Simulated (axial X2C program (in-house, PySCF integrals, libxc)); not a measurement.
**CoN⁻: properties at the nuclei**

Aim: properties at the nuclei of CoN⁻, with spin–orbit coupling in the Hamiltonian from the start.

The runs use an in-house X2C program for linear molecules on PySCF integrals; two-component X2C with atomic mean-field terms, Co dyall-acv3z, N dyall-av3z.

All values are calculated.

## 1. Set-up

The input, task.json:

```json
{
 "zs": [
  27,
  7
 ],
 "q": -1,
 "bas": [
  "dyall-acv3z",
  "dyall-av3z"
 ],
 "r0": 1.63,
 "levels": [
  "PBE0",
  "HF",
  "PBE50",
  "BP86",
  "B3LYP"
 ],
 "nst": 3
}
```

Keys: zs atomic numbers; q charge; bas basis sets; r0 starting distance in Å; levels methods (HF also brings MP2); nst determinants followed.

Started as:

```
> python soeom.py task.json out
```

Further steps of the session: Expectation values, lowest determinant; Expectation values, a higher determinant; Expectation values, a higher determinant.

Q: Predict the outcome of this session. Wanted: lowest determinant; Eeff magnitude; Ws magnitude Co; A∥/gI Co; qzz Co; higher determinant (for each run or level that gives them).

As calculated:

| quantity | value |
| --- | --- |
| lowest determinant | Ω = 7/2 (excess of +ω over −ω: ω = -1/2, ω = 3/2, ω = 5/2) |
| Eeff magnitude (GV/cm), PBE0 | 0.857 |
| Ws magnitude Co (kHz), PBE0 | 0.0693 |
| A∥/gI Co (MHz), PBE0 | 388 |
| qzz Co (a.u.), PBE0 | 0.44 |
| higher determinant | Ω = 9/2 (excess of +ω over −ω: ω = 1/2, ω = 3/2, ω = 5/2) |
| Eeff magnitude (GV/cm), PBE0, higher determinant | 0.559 |
| Ws magnitude Co (kHz), PBE0, higher determinant | 0.0188 |
| A∥/gI Co (MHz), PBE0, higher determinant | 554 |
| qzz Co (a.u.), PBE0, higher determinant | -1.15 |
| higher determinant | Ω = 3/2 (excess of +ω over −ω: ω = 1/2, ω = -3/2, ω = 5/2) |
| Eeff magnitude (GV/cm), PBE0, higher determinant | 0.31 |
| Ws magnitude Co (kHz), PBE0, higher determinant | 0.12 |
| A∥/gI Co (MHz), PBE0, higher determinant | 741 |
| qzz Co (a.u.), PBE0, higher determinant | 0.14 |

What this shows: In the first state, the effective field runs from 0.373 to 1.27 GV/cm over the mean-field levels, so the levels don't agree on it. The expectation values come from single determinants, which for open shells can mix terms of unlike spin or miss the lowest Ω, so a determinant need not be a state. Eeff is the effective electric field on the electron dipole moment in this Ω state and Ws the scalar–pseudoscalar constant (defined with the proton number Z and per Ω); A∥ is the parallel hyperfine constant, which follows by multiplying with the nuclear g factor gI = μI/(I μN); qzz is the electric field gradient, eQq0 = 234.96 MHz × Q/barn × qzz. The operators were transformed with the bare-nucleus X2C matrices.
